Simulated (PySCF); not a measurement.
# BHOF2 (difluorohydroxyborane): levels of theory compared

Wanted: a comparison of 6 runs (HF/3-21G, B3LYP/6-31G*, BHLYP/def2-SVPD, CAM-B3LYP/def2-SVPD, PBE/def2-SVPD, wB97M-V/def2-SVPD) of BHOF2 (difluorohydroxyborane). The job is set up through a Python script.

The results are computed with PySCF 2.14.0.

2 further runs of the same task are left out: 1 that didn't finish, 1 set aside as unsound or not needed.

## 1. The system as given

The species is BHOF2 (5 atoms), meant as a singlet with charge 0. SMILES: `OB(F)F`. Geometry: relaxed at PBE0-D4/def2-TZVP.

Bond lengths: O1–B2 1.345 Å, B2–F3 1.317 Å, B2–F4 1.327 Å, O1–H5 0.960 Å. Angles: O1–B2–F3 119.5°, O1–B2–F4 122.2°, F3–B2–F4 118.3°, B2–O1–H5 113.5°.

## 2. The energy at HF/3-21G (run 1)

File input.py:

```python
# OB(F)F
from pyscf import gto, scf

mol = gto.M(
    atom='''
O      0.073000     1.891143     0.329398
B      0.199857    -0.647156     0.259289
F      1.381446    -1.864933     2.080022
F     -0.830591    -1.987860    -1.593663
H     -0.823713     2.608805    -1.075027
''',
    verbose=3,
    basis='3-21g',
    unit='bohr',
    max_memory=1860,
)

mf = scf.RHF(mol)
mf.conv_tol = 1e-10
mf.kernel()
if not mf.converged:
    mf = mf.newton().run(mf.mo_coeff, mf.mo_occ)

e_tot = mf.e_tot
print('Final energy', e_tot)
```

Started as:

```bash
$ OMP_NUM_THREADS=1 python input.py
```

Output:

```text
converged SCF energy = -297.580404570298
Final energy -297.5804045702979
```

Run time: 0.66 s. Hardware: 1 thread of Arm Neoverse V1, shared host; peak memory 0.1 GiB.

## 3. A single-point energy at B3LYP/6-31G(d) (spherical functions) (run 2)

File input.py:

```python
from pyscf import gto, dft

mol = gto.M(
    atom='''
O      0.038630     1.000750     0.174310
B      0.105760    -0.342460     0.137210
F      0.731030    -0.986880     1.100700
F     -0.439530    -1.051930    -0.843330
H     -0.435890     1.380520    -0.568880
''',
    spin=0,
    verbose=3,
    basis='6-31g*',
    charge=0,
    max_memory=1860,
)

calc0 = dft.RKS(mol)
calc0.xc = 'b3lyp'
calc0.conv_tol = 1e-10
calc0.grids.level = 5
calc0.kernel()
if not calc0.converged:
    calc0 = calc0.newton().run(calc0.mo_coeff, calc0.mo_occ)

energy = calc0.e_tot
print('Final energy', energy)
```

Started as:

```bash
$ OMP_NUM_THREADS=1 python input.py
```

Output:

```text
converged SCF energy = -300.52414291924
Final energy -300.52414291924015
```

Wall time 7.8 s (1 thread of Arm Neoverse V1, shared host); peak memory 0.31 GiB.

## 4. The energy at BHLYP/def2-SVPD (run 3)

File job.py:

```python
# OB(F)F
from pyscf import gto, dft

mol = gto.Mole()
mol.atom = [
    ('O', (0.038630, 1.000750, 0.174310)),
    ('B', (0.105760, -0.342460, 0.137210)),
    ('F', (0.731030, -0.986880, 1.100700)),
    ('F', (-0.439530, -1.051930, -0.843330)),
    ('H', (-0.435890, 1.380520, -0.568880)),
]
mol.max_memory = 1860
mol.basis = 'def2-svpd'
mol.charge = 0
mol.verbose = 3
mol.build()

myscf = dft.RKS(mol, xc='bhandhlyp')
myscf.conv_tol = 1e-10
myscf.grids.level = 5
myscf.kernel()
if not myscf.converged:
    myscf = myscf.newton().run(myscf.mo_coeff, myscf.mo_occ)

e_tot = myscf.e_tot
print(f'total energy: {e_tot:.8f} hartree')
```

Started as:

```bash
$ OMP_NUM_THREADS=1 python job.py
```

Output:

```text
converged SCF energy = -300.213589168325
total energy: -300.21358917 hartree
```

Run time: 14 s. Hardware: 1 thread of Arm Neoverse V1, shared host; peak memory 0.47 GiB.

Runs 4 to 5 aren't shown in full; the table further down has their settings and results.

## 5. A single-point energy at wB97M-V/def2-SVPD (run 6)

File geometry.xyz:

```xyz
5
BF2HO
O      0.038630     1.000750     0.174310
B      0.105760    -0.342460     0.137210
F      0.731030    -0.986880     1.100700
F     -0.439530    -1.051930    -0.843330
H     -0.435890     1.380520    -0.568880
```

File run.py:

```python
from pyscf import gto, dft

mol = gto.M(
    atom='geometry.xyz',
    verbose=3,
    basis='def2-svpd',
    spin=0,
    max_memory=1860,
)

mf = dft.RKS(mol)
mf.xc = 'wb97m-v'
mf.grids.level = 5
mf.conv_tol = 1e-10
mf.nlcgrids.level = 1
mf.kernel()
if not mf.converged:
    mf = mf.newton().run(mf.mo_coeff, mf.mo_occ)

e_tot = mf.e_tot
print('E = %.10f Eh' % e_tot)
```

Started as:

```bash
$ OMP_NUM_THREADS=1 python run.py
```

Output:

```text
converged SCF energy = -300.25594358858
E = -300.2559435886 Eh
```

Wall time 59 s (1 thread of Arm Neoverse V1, shared host); peak memory 0.53 GiB.

## 6. All runs side by side

| run | level | integration grid | nlc grid | energy (Eh) | dipole moment (D) | HOMO energy (eV) | LUMO energy (eV) | wall time |
| --- | --- | --- | --- | --- | --- | --- | --- | --- |
| 1 | HF/3-21G | – | – | -297.580405 | 2.48 | -15.03 | 5.94 | 0.66 s |
| 2 | B3LYP/6-31G* (spherical functions) | 5 | – | -300.524143 | 2.01 | -9.88 | 1.60 | 7.8 s |
| 3 | BHLYP/def2-SVPD | 5 | – | -300.213589 | 2.05 | -12.65 | 0.24 | 14 s |
| 4 | CAM-B3LYP/def2-SVPD | 5 | – | -300.254802 | 2.02 | -12.44 | 0.37 | 19 s |
| 5 | PBE/def2-SVPD | 5 | – | -300.027048 | 1.95 | -9.09 | -0.88 | 14 s |
| 6 | wB97M-V/def2-SVPD | 5 | 1 | -300.255944 | 2.00 | -13.42 | 0.70 | 59 s |

## 7. Summary of results

| quantity | value |
| --- | --- |
| run 6: total energy | -300.25594 Eh |
| run 6: dipole moment | 2.00 D |
| run 6: HOMO energy | -13.42 eV |
| run 6: LUMO energy | 0.70 eV |
| run 6: HOMO–LUMO gap | 14.11 eV |

In words: The dipole moment (its size) runs from 1.95 D (PBE/def2-SVPD) to 2.48 D (HF/3-21G). The two ends differ in method and basis. The HOMO–LUMO gap runs from 8.21 eV (PBE/def2-SVPD) to 20.97 eV (HF/3-21G). Totals of different functionals can't be ranked against each other. All runs together took 1.9 min, the longest 59 s.
